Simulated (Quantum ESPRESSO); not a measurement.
LiBe under changes of volume

One of the cells (11.108 Å³/atom); the others are scaled copies at fixed shape and fractional positions:

```
Be Li
1.0
     2.81115    0.00000    0.00000
     0.00000    2.81115    0.00000
     0.00000    0.00000    2.81115
Be Li
1 1
Direct
  0.50000 0.50000 0.50000
  0.00000 0.00000 0.00000
```

The cell comes from a database or a generator and needn't be the stable form of this composition.

| Item | Value |
| --- | --- |
| Program | Quantum ESPRESSO 7.5 |
| Functional | PBE |
| Potentials or basis | SSSP 1.3 efficiency PBE |
| Cutoff | 748 eV |
| Density cutoff | 5987 eV |
| k mesh | 9 × 9 × 9 |
| Occupations | fermi-dirac, width 0.05 eV |
| Spin | no spin polarisation |

```csv
volume (Å³/atom),energy over the lowest point (meV/atom),pressure (GPa)
10.441,8.83,3.9
10.663,4.27,2.7
10.886,1.37,1.5
11.108,0.00,0.5
11.330,0.02,-0.5
11.552,?,?
11.774,3.75,-2.1
```

Problem. What does the run at 11.552 Å³/atom give?

Solution. Energy over the lowest point 1.31 meV/atom; pressure -1.4 GPa.

Worked out: A Birch-Murnaghan fit of order 3 (a polynomial in V^(-2/3)) to the other rows has its minimum at 11.21 Å³/atom with B0 = V·E''(V) = 48 GPa and B' = 3.6. It gives 1.31 meV/atom at 11.552 Å³/atom, against the run's 1.31, and -dE/dV = -1.4 GPa, against -1.4.

Energies are extrapolated to zero smearing.
